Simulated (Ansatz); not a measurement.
# NaSr2: the cost of one run

Program: Ansatz 0.2.0. Level of theory: DFT PBE, scalar-relativistic, plane waves, PAW, unless a step names another level. These are calculated values, not measurements.

11 further runs of the same task are left out: 11 set aside as unsound or not needed. Runs told in other sessions of the task aren't counted.

### 1 The formula and the candidates

Pauling electronegativities: Na 0.93, Sr 0.95 (spread 0.02). It is an alloy, so charge balance gives no guide. Tabulated atomic sizes suggest about 26 Å³/atom. 29 candidates were drawn, by swapping species into database cells of other compounds, at random by space group and Wyckoff sites, or by hand, as the table says:

```
name               made from  space group no.     Wyckoff sites  atoms (primitive cell)  V (Å³/atom)
 c01  database cell of Er2In              194  Na 2c; Sr 2d, 2a                       6         29.5
 c02                  random               99      Na 1a; Sr 2c                       3         33.3
 c03  database cell of CeHg2              191      Na 1a; Sr 2d                       3         23.9
 c04                  random              156  Na 1a; Sr 1b, 1b                       3         31.8
 c05                  random               71  Na 2a, 2d; Sr 8n                       6         30.7
 c06                  random               71      Na 4f; Sr 8k                       6         30.5
 c07                  random              139  Na 4d; Sr 4c, 4e                       6         31.1
 c08                  random               99  Na 1a; Sr 1b, 1b                       3         33.4
 c09   database cell of Hf2N              136      Na 2a; Sr 4f                       6         25.0
 c10    database cell of B2O              164  Na 2d; Sr 2c, 2d                       6         28.0
 c11                  random              187  Na 1b; Sr 1f, 1e                       3         28.3
 c12                  random              123  Na 1c; Sr 1a, 1b                       3         27.5
 c13                  random              164      Na 1b; Sr 2d                       3         26.4
 c14                  random              129  Na 2a; Sr 2c, 2b                       6         31.0
 c15  database cell of Hf2Cu              139      Na 2a; Sr 4e                       3         29.1
 c16   database cell of ZrW2              227     Na 8b; Sr 16c                       6         29.1
 c17  database cell of CoSi2              225      Na 4a; Sr 8c                       3         24.8
 c18  database cell of Bi2Pt              164      Na 1a; Sr 2d                       3         28.2
 c19                  random              139      Na 2b; Sr 4d                       3         30.0
 c20                  random              123  Na 1d; Sr 1c, 1b                       3         28.5
 c21                  random              139      Na 2b; Sr 4c                       3         27.1
 c22  database cell of ZrIr2              227     Na 8a; Sr 16d                       6         29.7
 c23                  random              224      Na 2a; Sr 4c                       6         29.6
 c24  database cell of MgIn2              189  Na 2c; Sr 3g, 1a                       6         29.2
 c25                  random              166      Na 3b; Sr 6c                       3         25.9
 c26                  random              156  Na 1b; Sr 1b, 1c                       3         33.2
 c27                  random              123      Na 1d; Sr 2e                       3         32.5
 c28  database cell of CdBr2              186  Na 2b; Sr 2b, 2a                       6         25.2
 c29   database cell of Nd2Y              166      Na 3a; Sr 6c                       3         35.1
```

### 2 Screening run of c06

Input file input.yaml:

```yaml
crystal:
  lattice:
    - [-2.88810239, 3.87357396, 4.09232122]
    - [2.88810239, -3.87357396, 4.09232122]
    - [2.88810239, 3.87357396, -4.09232122]
  atoms:
    - { symbol: Na, position: [0.5, 0.22277827, 0.72277827] }
    - { symbol: Na, position: [0.5, 0.77722173, 0.27722173] }
    - { symbol: Sr, position: [0.0, 0.0, 0.5] }
    - { symbol: Sr, position: [0.5, 0.5, 0.5] }
    - { symbol: Sr, position: [0.0, 0.5, 0.0] }
    - { symbol: Sr, position: [0.5, 0.0, 0.0] }
basis:
  ecutwfc: 420
kpoints:
  mp_grid: { grid: [4, 4, 4] }
hamiltonian:
  xc: pbe
scf:
  occupations: { method: gaussian, width: 0.2 }
  lower_state_search: "off"
output:
  forces: true
  stress: true
  eigenvalues: true
relax:
  adjacent_minimum: "off"
  f_tol: 0.08
  max_steps: 16
  cell: { stress_tol: 0.8 }
```

Run with:

```console
> ansatz run input.yaml --threads 1 --pin off --max-ram 2560MiB --backend cpu --events-out ev --progress --plain --runs-dir out
```

Q: Estimate wall time and peak memory on 1 thread of AMD EPYC 9R45 (Zen 5), shared host.

About 54 s, with a peak of 0.7 GiB.
